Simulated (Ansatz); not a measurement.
**B₂H₄SO: basis-set convergence**

How large a basis does B₂H₄SO need? Two functionals are run in growing sets.

Computed with Ansatz 0.2.0, Gaussian basis. Level: one geometry, several basis sets.

Plan: PBE0-D4/def2-SVP; ωB97M-V/def2-SVP; PBE0-D4/def2-QZVPP; ωB97M-V/def2-QZVPP; the functionals' def2-TZVPP values are taken from earlier runs.

## 1. The relaxed structure

An earlier PBE0-D4 in a triple-zeta def2 set relaxation fixed the geometry.

SMILES `BB(O)S`, 8 atoms, charge 0, spin multiplicity 1.

Atoms are counted from 1 here; the program's logs count them from 0.

Bond lengths: B1–B2 1.672 Å, B1–H5 1.199 Å, B1–H6 1.199 Å, B2–O3 1.359 Å, B2–S4 1.826 Å, O3–H7 0.959 Å, S4–H8 1.344 Å. Angles: B2–B1–H5 121.6°, B2–B1–H6 121.6°, H5–B1–H6 116.5°, B1–B2–O3 131.6°, B1–B2–S4 113.8°, O3–B2–S4 114.6°, B2–O3–H7 113.9°, B2–S4–H8 97.0°.

Geometry (Å):

```mol
B2H4OS
  3D, bonds by distance, orders not assigned

  8  7  0  0  0  0  0  0  0  0999 V2000
    0.1522    1.0972    0.0448 B   0  0
    0.1528   -0.5751    0.0584 B   0  0
    1.0867   -1.4740    0.4671 O   0  0
   -1.3820   -1.3173   -0.5948 S   0  0
    0.5040    1.7179   -0.9184 H   0  0
   -0.2969    1.7327    0.9565 H   0  0
    1.8882   -1.0739    0.8087 H   0  0
   -2.0130   -0.1644   -0.8782 H   0  0
  1  2  8  0
  2  3  8  0
  2  4  8  0
  1  5  8  0
  1  6  8  0
  3  7  8  0
  4  8  8  0
M  END
```

## 2. PBE0-D4 in def2-SVP

in.yaml

```yaml
crystal:
  periodic: [false, false, false]
  atoms:
    - {symbol: B, position_ang: [0.152227, 1.097220, 0.044777]}
    - {symbol: B, position_ang: [0.152805, -0.575111, 0.058374]}
    - {symbol: O, position_ang: [1.086670, -1.474026, 0.467137]}
    - {symbol: S, position_ang: [-1.381985, -1.317300, -0.594777]}
    - {symbol: H, position_ang: [0.503998, 1.717867, -0.918365]}
    - {symbol: H, position_ang: [-0.296878, 1.732675, 0.956486]}
    - {symbol: H, position_ang: [1.888215, -1.073897, 0.808709]}
    - {symbol: H, position_ang: [-2.012954, -0.164429, -0.878241]}
basis:
  gaussian: {orbitals: def2-SVP}
hamiltonian: {xc: pbe0, dispersion: d4}
output: {orbitals: {seedname: orbitals}}
```

The run is started by

```console
> ansatz run in.yaml --threads 2 --pin off --events-out ev --progress --plain --max-ram 4352MiB
```

After this run come: ωB97M-V in def2-SVP; PBE0-D4 in def2-QZVPP; ωB97M-V in def2-QZVPP.

Q: Predict the results of all the runs planned. Wanted: PBE0-D4: double and triple zeta above quadruple; ωB97M-V: double and triple zeta above quadruple.

As calculated:

| quantity | value |
| --- | --- |
| PBE0-D4: double and triple zeta above quadruple | 8.28, 0.53 eV |
| ωB97M-V: double and triple zeta above quadruple | 8.40, 0.51 eV |

**Reading.** For PBE0-D4 the step from double to triple zeta gains 7.75 eV and the next only 0.53 eV. Total energies overstate the basis error of differences, where much of it tends to cancel.
